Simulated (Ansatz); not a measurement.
# ScTaN (P-3m1) in Ansatz: relaxation of cell and atoms with PBEsol

Aim: the relaxation of cell and atoms of ScTaN with PBEsol.

Everything below comes from runs of Ansatz 0.2.0. Logs are shortened: lines on timing, memory, paths and dates and some standing lists are left out, and cuts for length are marked.

## Step 1: Starting point

It takes space group P-3m1 (No. 164, trigonal). The conventional cell has a = 3.085 Å, b = 3.085 Å, c = 10.340 Å, α = 90.00°, β = 90.00°, γ = 120.00°. Ta (site symmetry 3m) is surrounded by 3 N at 2.20 Å. Sc (site symmetry -3m) has 6 Sc at 3.09 Å and 6 Ta at 3.10 Å as nearest neighbours. Sc (site symmetry -3m) is surrounded by 6 N at 2.23 Å. N (site symmetry 3m) has 3 Ta at 2.20 Å and 3 Sc at 2.23 Å as nearest neighbours.

The cell comes from a database or a generator and needn't be the stable form of this composition.

## Step 2: Relaxation of cell and atoms, PBEsol

File input.yaml:

```yaml
crystal:
  lattice:
    - [3.0850655424, 0.0, 0.0]
    - [-1.5425327712, 2.6717451321, 0.0]
    - [0.0, 0.0, 10.340136]
  atoms:
    - { symbol: Ta, position: [0.3333333333, 0.6666666667, 0.245631] }
    - { symbol: Ta, position: [0.6666666667, 0.3333333333, 0.754369] }
    - { symbol: Sc, position: [0.0, 0.0, 0.0] }
    - { symbol: Sc, position: [0.0, 0.0, 0.5] }
    - { symbol: "N", position: [0.3333333333, 0.6666666667, 0.629841] }
    - { symbol: "N", position: [0.6666666667, 0.3333333333, 0.370159] }
hamiltonian:
  xc: pbesol
  pseudopotentials: { kind: paw }
kpoints:
  mp_grid: { grid: [10, 10, 3] }
scf:
  occupations: { method: fermi_dirac, width: 0.05 }
output:
  forces: true
  stress: true
  eigenvalues: true
relax:
  f_tol: 0.01
  max_steps: 40
  cell: { stress_tol: 0.05 }
```

Potentials or basis: Ansatz PAW.

Started as:

```
> ansatz run input.yaml --threads 2 --pin off --max-ram 5632MiB --backend cpu --events-out ev --progress --plain --runs-dir out
```

The log of the run:

```text
Warning: RAYON_NUM_THREADS=2 ignored (pool sized by the plan → 2); use --threads N
Engine: ansatz 0.2.0, aarch64-unknown-linux-gnu
Pseudopotentials: kind: paw
Pseudopotential: Ta, paw, valence charge 13, recommended cutoff 420 eV (normal), Ta.paw.azcp
Pseudopotential: Sc, paw, valence charge 11, recommended cutoff 420 eV (normal), Sc.paw.azcp
Pseudopotential: N, paw, valence charge 5, recommended cutoff 420 eV (normal), N.paw.azcp
Functional definition: PBEsol
  exchange = pbesol_x
  correlation = pbesol_c
Crystal: 6 atoms, lattice volume = 85.229 Å³
Basis set: ecut = 420 eV, 1631 PW (Γ), exchange–correlation on 48×48×144 points (8 copies of the dense FFT grid, shifted against one another)
Bands: 35, of which v1, the nominal top of the filled ones, is band 29 counted from 1 (28 counted from 0)
Symmetry: 12 space group operations
Space group: P-3m1 (ITA 164), of the structure as read, at distance tolerance 4.4e-5 Å
k-points: 36 of 300
Non-local potential: Ta, projectors of the file, l = 0: 3, l = 1: 2, l = 2: 2, l = 3: 1
Non-local potential: Sc, projectors of the file, l = 0: 3, l = 1: 2, l = 2: 3, l = 3: 1
Non-local potential: N, projectors of the file, l = 0: 2, l = 1: 2, l = 2: 1
PAW form: soft (Blöchl's): semilocal exchange-correlation on the pseudo side does not see the compensation charge
PAW frozen core: Ta, regenerated for the run's functional, and the local potential with it (the file was generated under x = pbe(κ = 0.804, μ = 0.2195149727645171), c = pbe(β = 0.06672455060314922))
PAW frozen core: Sc, regenerated for the run's functional, and the local potential with it (the file was generated under x = pbe(κ = 0.804, μ = 0.2195149727645171), c = pbe(β = 0.06672455060314922))
PAW frozen core: N, regenerated for the run's functional, and the local potential with it (the file was generated under x = pbe(κ = 0.804, μ = 0.2195149727645171), c = pbe(β = 0.06672455060314922))
PAW one-centre angular grid: Ta, 590 points (default); XC on 64 Gauss nodes
PAW one-centre angular grid: Sc, 590 points (default); XC on 64 Gauss nodes
PAW one-centre angular grid: N, 110 points (default); XC on 64 Gauss nodes
Initial density: superposition of atomic densities (neutral atoms: chi_scale 0, normalization atom), corrected by the library's trained network
Initial wavefunctions: pseudopotential atomic-orbital guess
Functional: x = pbesol(κ = 0.804, μ = 0.12345679012345678), c = pbesol(β = 0.046)
SCF iter   1: F=—  HF=-24599.575212 eV  |F-HF|=—  |Δ(HF+E_count)|=         —  Δρ=1.22e-2  dr2=6.28e-1  ethr=1.77e-3  ⟨swp⟩=5.1  Hψ=5097  notcnv=0
preconditioner: auto → Kerker (q_TF=auto, 2.559 Å⁻¹)  [metal: Δε(μ)=0.052 eV  Ē_g=6.916 eV  σ=0.050 eV  W_gap=0.25  n_scr=26 (ndim 8)  ℏωp=20.5 eV  f_vac=0.000  D(μ)=3.25/eV (n_scr^D=26)]
SCF iter   2: F=—  HF=-24599.533267 eV  |F-HF|=—  |Δ(HF+E_count)|=   4.19e-2  Δρ=4.60e-3  dr2=1.57e-1  ethr=1.08e-3  ⟨swp⟩=2.1  Hψ=1644  notcnv=0  defer=3
SCF iter   3: F=—  HF=-24599.523022 eV  |F-HF|=—  |Δ(HF+E_count)|=   1.02e-2  Δρ=2.36e-3  dr2=2.82e-2  ethr=2.70e-4  ⟨swp⟩=2.2  Hψ=1483  notcnv=0  defer=3
SCF iter   4: F=—  HF=-24599.520583 eV  |F-HF|=—  |Δ(HF+E_count)|=   2.44e-3  Δρ=9.80e-4  dr2=2.32e-3  ethr=4.87e-5  ⟨swp⟩=2.0  Hψ=1764  notcnv=0  defer=3
SCF iter   5: F=—  HF=-24599.520169 eV  |F-HF|=—  |Δ(HF+E_count)|=   4.13e-4  Δρ=3.03e-4  dr2=1.50e-4  ethr=4.01e-6  ⟨swp⟩=2.1  Hψ=1760  notcnv=0  defer=3
SCF iter   6: F=—  HF=-24599.520147 eV  |F-HF|=—  |Δ(HF+E_count)|=   2.30e-5  Δρ=1.29e-4  dr2=5.32e-5  ethr=2.59e-7  ⟨swp⟩=2.0  Hψ=1601  notcnv=0  defer=3
SCF iter   7: F=—  HF=-24599.520081 eV  |F-HF|=—  |Δ(HF+E_count)|=   6.54e-5  Δρ=3.77e-5  dr2=1.29e-6  ethr=9.17e-8  ⟨swp⟩=2.0  Hψ=1356  notcnv=0  defer=3
SCF iter   8: F=—  HF=-24599.520081 eV  |F-HF|=—  |Δ(HF+E_count)|=   1.57e-7  Δρ=8.90e-6  dr2=1.06e-7  ethr=2.23e-9  ⟨swp⟩=2.0  Hψ=1662  notcnv=0  defer=3
SCF iter   9: F=-24599.520081 eV  HF=-24599.520081 eV  |F-HF|=2.25e-9  |Δ(HF+E_count)|=   1.04e-8  Δρ=2.44e-6  dr2=4.35e-9  ethr=1.72e-10  ⟨swp⟩=5.8  Hψ=4491  notcnv=0
SCF 1 converged in 9 iterations: F = -24599.520081 eV  dr2 = 4.35e-9
relax step   1: F+E_penalty+E_count = -24599.52008098 eV  Δ(F+E_penalty+E_count) = +0.000e0 eV  max|allowed force component| = 3.302e-1 eV/Å  Δτ_max = 0.0000 Å  P = -6.635 GPa  Ω = 85.229 Å³  (9 SCF iters, dr2 threshold 1.00e-7 eV, accepted)
[... 82 lines left out ...]
SCF iter   5: F=—  HF=-24599.580248 eV  |F-HF|=—  |Δ(HF+E_count)|=   1.24e-8  Δρ=4.31e-6  dr2=1.48e-8  ethr=2.23e-11  ⟨swp⟩=5.6  Hψ=4515  notcnv=0
SCF iter   6: F=-24599.580248 eV  HF=-24599.580248 eV  |F-HF|=8.29e-10  |Δ(HF+E_count)|=   3.19e-9  Δρ=9.74e-7  dr2=1.31e-9  ethr=2.23e-11  ⟨swp⟩=4.0  Hψ=3903  notcnv=0
SCF 8 converged in 6 iterations: F = -24599.580248 eV  dr2 = 1.31e-9
relax step   8: F+E_penalty+E_count = -24599.58024770 eV  Δ(F+E_penalty+E_count) = -5.493e-5 eV  max|allowed force component| = 8.123e-5 eV/Å  Δτ_max = 0.0002 Å  P = -0.001 GPa  Ω = 82.439 Å³  energy of the carried Pulay correction = +4.836e-5 eV  (6 SCF iters, dr2 threshold 1.30e-8 eV, accepted)
iter 1 solved again at ethr=7.03e-8 eV; its pass at ethr=3.10e-3 eV (dr2=4.07e-5 eV) is discarded
SCF iter   1: F=—  HF=-24599.580268 eV  |F-HF|=—  |Δ(HF+E_count)|=         —  Δρ=2.11e-6  dr2=1.88e-9  ethr=7.03e-8  ⟨swp⟩=3.4  Hψ=8316  notcnv=0
eigensolver tolerance schedule: the retry pair's looser diagonalisation over-reported the residual by 21656.16 of it (diagonalisation noise at 0.96 of the residual, at the tolerance the schedule requests for it); recorded, not acted on — ethr = c·dr2/N_el stays at c = 1.0e-1
SCF iter   2: F=—  HF=-24599.580208 eV  |F-HF|=—  |Δ(HF+E_count)|=   5.96e-5  Δρ=1.05e-6  dr2=8.71e-10  ethr=3.24e-12  ⟨swp⟩=3.2  Hψ=2963  notcnv=0
SCF iter   3: F=—  HF=-24599.580208 eV  |F-HF|=—  |Δ(HF+E_count)|=  2.91e-11  Δρ=4.85e-7  dr2=2.27e-10  ethr=1.50e-12  ⟨swp⟩=1.4  Hψ=1276  notcnv=0
SCF iter   4: F=—  HF=-24599.580208 eV  |F-HF|=—  |Δ(HF+E_count)|=  1.09e-11  Δρ=1.55e-7  dr2=7.10e-11  ethr=1.00e-12  ⟨swp⟩=1.0  Hψ=1260  notcnv=0
SCF iter   5: F=-24599.580208 eV  HF=-24599.580208 eV  |F-HF|=7.28e-12  |Δ(HF+E_count)|=  1.09e-11  Δρ=8.74e-8  dr2=7.87e-12  ethr=1.00e-12  ⟨swp⟩=5.2  Hψ=4096  notcnv=0
SCF 9 converged in 5 iterations: F = -24599.580208 eV  dr2 = 7.87e-12
relax step   9: F+E_penalty+E_count = -24599.58020845 eV  Δ(F+E_penalty+E_count) = +3.925e-5 eV  max|allowed force component| = 8.964e-5 eV/Å  Δτ_max = 0.0000 Å  P = -0.001 GPa  Ω = 82.439 Å³  stress off target by 2.09e-3 GPa  SCF on the basis re-selected at this cell (its energy is not comparable with the rows above)  (5 SCF iters)
basis re-selected at this cell: Δ(F+E_penalty+E_count) = +3.925e-5 eV, ΔP = -0.000 GPa vs the last step (what re-selecting the basis moved, of the pressure what is left beyond the Pulay correction that the steps carried, after the strain that the cell walked since its last selection, with what the two solves' SCF thresholds leave and, on support functions, any second-order correction that the steps lacked; it is no measure of the basis error at this ecutwfc). This SCF's stress stands 2.09e-3 GPa from its target on what of the cell is left free (relax.cell.stress_tol is 5.00e-2 GPa) and its largest allowed force component is 8.96e-5 eV/Å (relax.f_tol is 1.00e-2 eV/Å): within both
SCF converged after 5 iterations
Free energy (F): -24599.580208 eV
Harris-Foulkes:  -24599.580208 eV  (|F-HF|=7.28e-12)
Internal energy: -24599.554998 eV  (E = F + TS)
E sigma→0 (E₀):  -24599.567603 eV
Entropy (-TS):   -0.025211 eV (-4.202 meV/atom)
Fermi energy:    15.927665 eV
--- Per-component energies (eV) ---
  E_band       = -423.716672
  E_kinetic    = 1523.723347
  E_local      = -3170.017374  (includes V_loc(G=0)·N_el)
  E_nonlocal   = 290.425949
  E_hartree    = 1127.642379
  E_xc         = -764.370099
  E_vxc        = -823.023602  (∫ρ·V_xc dr)
  E_paw        = -18653.639033  (= ΣΔE_a)
  E_vpaw       = -500.110290  (= ΣTr[D̂ρ^β])
  E_aug_tail   = 0.000503  (compensation charges beyond the density's cutoff)
  E_ewald      = -4954.062210
  E_core_change = 0.741541  (= ΣΔE_core)
  E_smearing   = -0.025211  (= −TS)
  E_closure    = -0.000000  (closes the sum)
  Σ components = -24599.580208   (vs F -24599.580208, Δ=0.00e0)
--- Forces (eV/Å), atoms counted from 1 ---
  atom   1  Ta    -0.00000000     0.00000000    -0.00003277
  atom   2  Ta     0.00000000    -0.00000000     0.00003277
  atom   3  Sc     0.00000000    -0.00000000     0.00000000
  atom   4  Sc     0.00000000     0.00000000     0.00000000
  atom   5  N     -0.00000000    -0.00000000     0.00008964
  atom   6  N      0.00000000     0.00000000    -0.00008964
  max |Σ_I F_I| component: 8.96e-18 eV/Å
--- Stress (GPa, compression-positive) ---
       -0.000977      -0.000000      -0.000000
        0.000000      -0.000977      -0.000000
       -0.000000      -0.000000      -0.002093
  P = ⅓ Tr σ = -0.0013 GPa (-0.013 kbar)
--- Band table (eV; the first three rows and the last of 36) ---
  k-point 0: bands = ["-52.0280", "-52.0280", "-32.9361", "-32.5680", "-18.6740", "-18.6573", "-18.2342", "-18.2342", "-18.2341", "-18.2341", "-11.9211", "-11.4077", "-11.4077", "-11.2634", "-11.0461", "-11.0461", "-0.1869", "0.7490", "8.3837", "10.0082", "11.3572", "11.3572", "11.4744", "12.1909", "12.1909", "14.6347", "14.6423", "16.4979", "16.4979", "16.7109", "16.7278", "17.3668", "17.3668", "17.7121", "17.7121"]
  k-point 1: bands = ["-52.0280", "-52.0280", "-32.9361", "-32.5680", "-18.6700", "-18.6613", "-18.2342", "-18.2342", "-18.2342", "-18.2342", "-11.9205", "-11.4077", "-11.4077", "-11.2641", "-11.0461", "-11.0461", "-0.1824", "0.7430", "8.4515", "9.8000", "11.3605", "11.3605", "11.7331", "12.1842", "12.1842", "14.0360", "15.3516", "16.0859", "16.5536", "16.5536", "17.1747", "17.1747", "17.2049", "18.0094", "18.0094"]
  k-point 2: bands = ["-52.0237", "-52.0237", "-32.9259", "-32.5591", "-18.6615", "-18.6466", "-18.3028", "-18.3022", "-18.2496", "-18.2495", "-11.9019", "-11.4850", "-11.4230", "-11.2546", "-11.1046", "-11.0592", "-0.0528", "0.7777", "8.6505", "10.0366", "11.1601", "11.3469", "11.3956", "12.1591", "12.1639", "14.5259", "14.8051", "15.6431", "16.5547", "16.7137", "16.8834", "17.0174", "17.2037", "17.9959", "18.1695"]
  k-point 35: bands = ["-51.9777", "-51.9777", "-32.8159", "-32.4639", "-18.7790", "-18.7779", "-18.6384", "-18.6372", "-18.5199", "-18.5195", "-11.9967", "-11.8479", "-11.6962", "-11.5073", "-11.3944", "-11.1608", "1.0463", "1.1492", "9.4857", "10.1694", "10.3342", "10.5158", "11.0596", "11.1464", "14.2910", "14.4316", "14.5612", "14.9608", "15.5855", "15.8612", "17.7196", "18.0610", "18.3476", "18.6805", "19.0361"]
--- Relaxed structure (7 steps of the walk, 6 accepted, 2 SCFs on fresh bases) ---
  F+E_penalty+E_count = -24599.58020845 eV   max|allowed force component| = 8.964e-5 eV/Å   (the final SCF, on the basis selected at the relaxed cell)
  cell:  # Å, volume = 82.4394 Å³
    - [3.05323039364242, 1.0816880159706705e-33, -5.199169778062409e-18]
    - [-1.52661519682121, 2.6441750845010974, 2.599584889031204e-18]
    - [-1.7425925593144636e-17, -1.2670571684640766e-32, 10.211398885414189]
  atoms:
    - { symbol: Ta, position: [0.3333333333333333, 0.6666666666666666, 0.24576002414287507] }
    - { symbol: Ta, position: [0.6666666666666666, 0.3333333333333333, 0.7542399758571251] }
    - { symbol: Sc, position: [-1.2164860621507357e-34, 1.698293800443052e-36, 3.8803687406110926e-36] }
    - { symbol: Sc, position: [-3.851859888774472e-34, -3.728326856205797e-35, 0.5000000000000001] }
    - { symbol: N, position: [0.3333333333333333, 0.6666666666666666, 0.6298888205106946] }
    - { symbol: N, position: [0.6666666666666666, 0.3333333333333333, 0.3701111794893056] }
```

It took 38 s on 2 threads of Arm Neoverse V1, shared host; peak memory 0.43 GiB.

Results:

- Free energy: -24599.5802 eV
- Relaxed volume: 13.74 Å³/atom
- Relaxed cell: a = 3.053 Å, b = 3.053 Å, c = 10.211 Å, α = 90.00°, β = 90.00°, γ = 120.00°
- Space group after relaxing (to 0.05 Å): P-3m1 (No. 164)
- Energy gained by relaxing: 10.0 meV/atom
- Ionic steps: 8
- Pressure after relaxing: 0.0 GPa
- Band gap on the k mesh: none (metal or under the smearing width)

The path:
```
step  energy change (eV)  largest force (eV/Å)  volume (Å³)
   1              0.0000                0.3302        85.23
   2             -0.0619                0.0566        82.85
   3             -0.0639                0.0076        82.43
   4             -0.0639                0.0044        82.46
   5             -0.0639                0.0002        82.47
   6             -0.0601                0.0003        82.47
   7             -0.0602                0.0001        82.44
   8             -0.0601                0.0001        82.44
```

Final structure:
```xyz
6
Lattice="3.0532 0.0000 0.0000 -1.5266 2.6442 0.0000 0.0000 0.0000 10.2114" Properties=species:S:1:pos:R:3 pbc="T T T"
Ta    0.0000    1.7628    2.5096
Ta    1.5266    0.8814    7.7018
Sc    0.0000    0.0000    0.0000
Sc    0.0000    0.0000    5.1057
N     0.0000    1.7628    6.4320
N     1.5266    0.8814    3.7794
```

Levels at points of the mesh, in eV from the Fermi level:
```tsv
k point	band 26	band 27	band 28	band 29	band 30	band 31	band 32	band 33
(0.00, 0.00, 0.00)	-1.29	-1.29	0.57	0.57	0.78	0.80	1.44	1.44
(0.00, -0.50, 0.00)	-1.82	-1.22	-0.87	-0.38	0.39	0.59	2.07	2.45
```

Caveat: the plane-wave basis is chosen anew once the cell has moved, so the energies of steps on either side of that aren't comparable; the PAW data sets come from PBE, with cores solved anew for the run's functional, which leaves a small shift of forces and pressure. The run has no spin-orbit coupling, so splittings on Ta are missing.

## Step 3: For comparison

An earlier run on the cell as given: functional PBEsol; potentials or basis Ansatz PAW; cutoff 420 eV (not typed: the program's choice for these potentials); k mesh 10 × 10 × 3; occupations fermi-dirac, width 0.05 eV; no spin polarisation.

- Pressure: -6.6 GPa
- Largest force: 0.330 eV/Å
- Band gap on the k mesh: none (metal or under the smearing width)
